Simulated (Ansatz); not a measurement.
# C2H6FNOSi: the cost of one run

The runs use Ansatz 0.2.0, Gaussian basis; functionals in def2-TZVPP, the program's frozen cores in correlated methods.

The runs, in order: PBE-D4, r2SCAN-D4, PBE0-D4, B3LYP-D4, ωB97X-V, ωB97M-V, B2PLYP; CCSD(T)/def2-TZVPP; MP2/def2-QZVPP; extrapolation to the limit.

**1. Structure used throughout**

All runs share one geometry, relaxed beforehand with PBE0-D4 in a triple-zeta def2 set.

SMILES `C=NC(F)O[SiH3]`, 12 atoms, charge 0, spin multiplicity 1.

Atoms are counted from 1 here; the program's logs count them from 0.

Bond lengths: C1–N2 1.258 Å, C1–H7 1.089 Å, C1–H8 1.092 Å, N2–C3 1.431 Å, C3–F4 1.376 Å, C3–O5 1.365 Å, C3–H9 1.097 Å, O5–Si6 1.666 Å, Si6–H10 1.482 Å, Si6–H11 1.483 Å, Si6–H12 1.483 Å. Angles: N2–C1–H7 118.5°, N2–C1–H8 123.3°, H7–C1–H8 118.2°, C1–N2–C3 119.8°, N2–C3–F4 112.9°, N2–C3–O5 110.0°, N2–C3–H9 109.0°, F4–C3–O5 107.9°, F4–C3–H9 106.2°, O5–C3–H9 110.8°, C3–O5–Si6 124.0°, O5–Si6–H10 102.8°, O5–Si6–H11 112.6°, O5–Si6–H12 111.7°, H10–Si6–H11 109.5°, H10–Si6–H12 109.8°, H11–Si6–H12 110.2°.

**2. PBE-D4 (GGA)**

in.yaml

```yaml
crystal:
  periodic: [false, false, false]
  atoms:
    - {symbol: C, position_ang: [-0.679963, -1.934204, 0.167350]}
    - {symbol: N, position_ang: [0.063116, -0.935941, 0.354586]}
    - {symbol: C, position_ang: [-0.469883, 0.243213, 0.964398]}
    - {symbol: F, position_ang: [-1.844310, 0.240556, 1.024800]}
    - {symbol: O, position_ang: [-0.083947, 1.348233, 0.261917]}
    - {symbol: Si, position_ang: [1.055325, 1.327708, -0.953941]}
    - {symbol: H, position_ang: [-0.255058, -2.814690, -0.311917]}
    - {symbol: H, position_ang: [-1.732677, -1.961347, 0.457028]}
    - {symbol: H, position_ang: [-0.117740, 0.298363, 2.001812]}
    - {symbol: H, position_ang: [1.119702, 2.749531, -1.366076]}
    - {symbol: H, position_ang: [0.641845, 0.495914, -2.110045]}
    - {symbol: H, position_ang: [2.380488, 0.887466, -0.455913]}
basis:
  gaussian: {orbitals: def2-TZVPP}
hamiltonian: {xc: pbe, dispersion: d4}
output: {forces: true, orbitals: {seedname: orbitals}}
```

Launch:

```bash
$ ansatz run in.yaml --threads 4 --pin off --events-out ev --progress --plain --max-ram 10444MiB
```

**Question.** How long does this run take on 4 threads of Arm Neoverse V1, shared host, and how much memory does it need?

About 3.1 s, with a peak of 0.39 GiB.
